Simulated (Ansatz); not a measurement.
# HWCl6: the cost of one run

Program: Ansatz 0.2.0. Level of theory: DFT PBE, scalar-relativistic, plane waves, PAW, unless a step names another level. These are calculated values, not measurements.

8 further runs of the same task are left out: 8 set aside as unsound or not needed.

## 1. The formula and the candidates

Pauling electronegativities: H 2.20, W 2.36, Cl 3.16 (spread 0.96). The formula balances with common oxidation states: W +5, H +1, Cl -1. Tabulated atomic sizes suggest about 24 Å³/atom. 23 candidates were drawn, by swapping species into database cells of other compounds, at random by space group and Wyckoff sites, or by hand, as the table says:

| name | made from | space group no. | Wyckoff sites | atoms (primitive cell) | V (Å³/atom) |
| --- | --- | --- | --- | --- | --- |
| c01 | database cell of LiVF6 | 149 | H 1b; W 1c; Cl 6l | 8 | 25.8 |
| c02 | database cell of Mo6IrRu | 200 | H 1b; W 1a; Cl 6f | 8 | 22.8 |
| c03 | database cell of Nb6PdPt | 200 | H 1a; W 1b; Cl 6f | 8 | 27.1 |
| c04 | database cell of CaZrF6 | 225 | H 4a; W 4b; Cl 24e | 8 | 32.9 |
| c05 | database cell of YMg6Zr | 65 | H 2d; W 2c; Cl 4f, 4g, 4i | 8 | 32.8 |
| c06 | database cell of TaNi6Mo | 25 | H 1a; W 1d; Cl 1b, 1c, 2h, 2g | 8 | 24.5 |
| c07 | database cell of NaLiMg6 | 38 | H 2b; W 2b; Cl 4e, 4d, 2a, 2a | 8 | 32.9 |
| c08 | database cell of Mg6AlZn | 38 | H 2a; W 2a; Cl 4d, 4e, 2b, 2b | 8 | 31.0 |
| c09 | database cell of KNbCl6 | 160 | H 3a; W 3a; Cl 9b, 9b | 8 | 27.0 |
| c10 | database cell of GaGePt6 | 121 | H 2b; W 2a; Cl 8i, 4c | 8 | 22.3 |
| c11 | database cell of BiPd6Se | 166 | H 3b; W 3a; Cl 6c, 6c, 6c | 8 | 22.8 |
| c12 | built by hand: tetragonal Cl-H-Cl chain | 87 | H 2b; W 2a; Cl 4e, 8h | 8 | 23.5 |
| c13 | database cell of BiPd6Pb | 123 | H 1b; W 1a; Cl 1c, 1d, 4i | 8 | 22.4 |
| c14 | database cell of SrYMg6 | 123 | H 1d; W 1b; Cl 2e, 4j | 8 | 32.9 |
| c15 | database cell of ZrTiF6 | 71 | H 2b; W 2d; Cl 8n, 4j | 8 | 32.9 |
| c16 | database cell of LiMg6Ga | 38 | H 2a; W 2b; Cl 4d, 2a, 4e, 2b | 8 | 31.8 |
| c17 | built by hand: alpha-WCl6 derivative, H-bridged | 2 | H 1f; W 1a; Cl 2i, 2i, 2i | 8 | 23.6 |
| c18 | built by hand: LiSbF6 | 148 | H 3b; W 3a; Cl 18f | 8 | 23.6 |
| c19 | database cell of CaBiF6 | 148 | H 3b; W 3a; Cl 18f | 8 | 27.5 |
| c20 | database cell of BiPd6Pb | 123 | H 1a; W 1b; Cl 1c, 1d, 4i | 8 | 22.4 |
| c21 | database cell of GdHoAl6 | 187 | H 1b; W 1e; Cl 3k, 3j | 8 | 26.4 |
| c22 | database cell of KOsF6 | 148 | H 3a; W 3b; Cl 18f | 8 | 23.7 |
| c23 | database cell of KAuF6 | 166 | H 3b; W 3a; Cl 18h | 8 | 23.3 |

## 2. Screening run of c11

Input file input.yaml:

```yaml
crystal:
  lattice:
    - [2.52836225, 1.45975062, 8.21881174]
    - [-2.52836225, 1.45975062, 8.21881174]
    - [0.0, -2.91950125, 8.21881174]
  atoms:
    - { symbol: H, position: [0.5, 0.5, 0.5] }
    - { symbol: W, position: [0.0, 0.0, 0.0] }
    - { symbol: Cl, position: [0.61499602, 0.61499602, 0.61499602] }
    - { symbol: Cl, position: [0.132531, 0.132531, 0.132531] }
    - { symbol: Cl, position: [0.867469, 0.867469, 0.867469] }
    - { symbol: Cl, position: [0.38500398, 0.38500398, 0.38500398] }
    - { symbol: Cl, position: [0.25641, 0.25641, 0.25641] }
    - { symbol: Cl, position: [0.74359, 0.74359, 0.74359] }
basis:
  ecutwfc: 420
kpoints:
  mp_grid: { grid: [3, 3, 3] }
hamiltonian:
  xc: pbe
scf:
  occupations: { method: gaussian, width: 0.15 }
  lower_state_search: "off"
output:
  forces: true
  stress: true
  eigenvalues: true
relax:
  adjacent_minimum: "off"
  f_tol: 0.08
  max_steps: 16
  cell: { stress_tol: 0.8 }
```

Command:

```
$ ansatz run input.yaml --threads 1 --pin off --max-ram 2560MiB --backend cpu --events-out ev --progress --plain --runs-dir out
```

What time and memory should one allow on 1 thread of Intel Xeon Platinum 8259CL at 2.50GHz (Skylake/Cascade Lake), shared host?

About 55 s, with a peak of 0.47 GiB.
